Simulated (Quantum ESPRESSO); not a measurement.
Crystal: MoS2.

```
CELL_PARAMETERS angstrom
3.16900 0.00000 0.00000
-1.58450 2.74443 0.00000
0.00000 0.00000 12.32400
ATOMIC_POSITIONS crystal
Mo 0.33333 0.66667 0.25000
Mo 0.66667 0.33333 0.75000
S 0.33333 0.66667 0.62300
S 0.66667 0.33333 0.12300
S 0.33333 0.66667 0.87700
S 0.66667 0.33333 0.37700
```

Base run:

- Program: Quantum ESPRESSO 7.5
- Functional: LDA
- Potentials or basis: PseudoDojo 0.4.1 SR LDA standard
- Cutoff: 1088 eV
- Density cutoff: 4354 eV
- k mesh: 12 × 12 × 3
- Occupations: fermi-dirac, width 0.02 eV
- Spin: no spin polarisation

Its results: band gap on the k mesh 0.82 eV, indirect (least direct gap 1.65 eV); pressure -5.6 GPa; largest force 0.472 eV/Å; electronic dielectric tensor (diagonal) 15.39, 15.39, 6.77.

Task: The run is repeated on the same cell with these changes: functional from LDA to PBE; potentials or basis from PseudoDojo 0.4.1 SR LDA standard to PseudoDojo 0.4.1 SR PBE standard. What comes out?

Result: Band gap on the k mesh 0.89 eV, indirect (least direct gap 1.66 eV); pressure 2.0 GPa; largest force 0.058 eV/Å; electronic dielectric tensor (diagonal) 15.29, 15.29, 6.46.

Caveats: on a mesh that holds Γ this program's dielectric tensor can be off by some percent beyond the error of the mesh; an odd mesh through Γ misses points on the zone boundary, where band edges often lie; the cell is more than 3 GPa from zero pressure, which shifts response properties (some runs); this functional lacks dispersion, which binds the layers, so the pressure and a relaxed spacing across them are unreliable (some runs).

Not every run made on this cell is shown here.
